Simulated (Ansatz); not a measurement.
# CH7AlGaNO: basis-set convergence

The task here is to estimate one member of a computed series from the others.

Program: Ansatz 0.2.0, Gaussian basis. Level of theory: one geometry, several basis sets. These are calculated values, not measurements.

Levels to be run: PBE0-D4/def2-SVP; ωB97M-V/def2-SVP; PBE0-D4/def2-QZVPP; ωB97M-V/def2-QZVPP; the functionals' def2-TZVPP values are taken from earlier runs.

**Structure used throughout**

The geometry comes from an earlier relaxation with PBE0-D4 in a triple-zeta def2 set; it is a stationary point, not always the lowest conformer.

SMILES `N[CH2][Al]([OH])[GaH2]`, 12 atoms, charge 0, spin multiplicity 1.

Atoms are counted from 1 here; the program's logs count them from 0.

Bond lengths: N1–C2 1.476 Å, N1–H6 1.013 Å, N1–H7 1.013 Å, C2–Al3 1.981 Å, C2–H8 1.096 Å, C2–H9 1.096 Å, Al3–O4 1.704 Å, Al3–Ga5 2.521 Å, O4–H10 0.956 Å, Ga5–H11 1.582 Å, Ga5–H12 1.582 Å. Angles: C2–N1–H6 111.4°, C2–N1–H7 111.5°, H6–N1–H7 106.8°, N1–C2–Al3 112.5°, N1–C2–H8 108.0°, N1–C2–H9 108.0°, Al3–C2–H8 111.9°, Al3–C2–H9 111.9°, H8–C2–H9 104.0°, C2–Al3–O4 125.3°, C2–Al3–Ga5 118.3°, O4–Al3–Ga5 116.4°, Al3–O4–H10 125.5°, Al3–Ga5–H11 123.2°, Al3–Ga5–H12 123.3°, H11–Ga5–H12 113.5°.

The first run:

File in.yaml:

```yaml
crystal:
  periodic: [false, false, false]
  atoms:
    - {symbol: N, position_ang: [-0.625841, -0.879633, 1.692918]}
    - {symbol: C, position_ang: [0.361184, 0.192413, 1.457979]}
    - {symbol: Al, position_ang: [0.551010, 0.640937, -0.462538]}
    - {symbol: O, position_ang: [1.597037, 1.826289, -1.097589]}
    - {symbol: Ga, position_ang: [-0.852979, -0.624989, -2.129927]}
    - {symbol: H, position_ang: [-1.544902, -0.616900, 1.357350]}
    - {symbol: H, position_ang: [-0.369312, -1.732084, 1.209326]}
    - {symbol: H, position_ang: [0.063881, 1.063088, 2.053774]}
    - {symbol: H, position_ang: [1.313534, -0.120656, 1.901268]}
    - {symbol: H, position_ang: [2.184684, 2.380004, -0.585889]}
    - {symbol: H, position_ang: [-2.294906, -0.156142, -2.582626]}
    - {symbol: H, position_ang: [-0.383409, -1.972337, -2.814038]}
basis:
  gaussian: {orbitals: def2-SVP}
hamiltonian: {xc: pbe0, dispersion: d4}
output: {orbitals: {seedname: orbitals}}
```

Run with:

```sh
$ ansatz run in.yaml --threads 4 --pin off --events-out ev --progress --plain --max-ram 10444MiB
```

Steps of the session up to this table: PBE0-D4 in def2-SVP; ωB97M-V in def2-SVP; PBE0-D4 in def2-QZVPP; ωB97M-V in def2-QZVPP.

One table of the session follows, with a row left open; its other results are not shown here.

It belongs to the step «Density functionals: the series». 

| functional | basis | HOMO (eV) | LUMO (eV) |
| --- | --- | --- | --- |
| PBE0-D4 | def2-SVP | -5.94 | -1.96 |
| PBE0-D4 | def2-TZVPP | -6.13 | -2.02 |
| PBE0-D4 | def2-QZVPP | -6.16 | -2.05 |
| ωB97M-V | def2-SVP | -8.12 | -0.22 |
| ωB97M-V | def2-TZVPP | ? | ? |
| ωB97M-V | def2-QZVPP | -8.34 | -0.43 |

Estimate the missing values for ωB97M-V, def2-TZVPP.

The run gave: HOMO (eV): -8.30; LUMO (eV): -0.30. In the column «HOMO (eV)» it lies between ωB97M-V, def2-QZVPP (-8.34) and ωB97M-V, def2-SVP (-8.12).
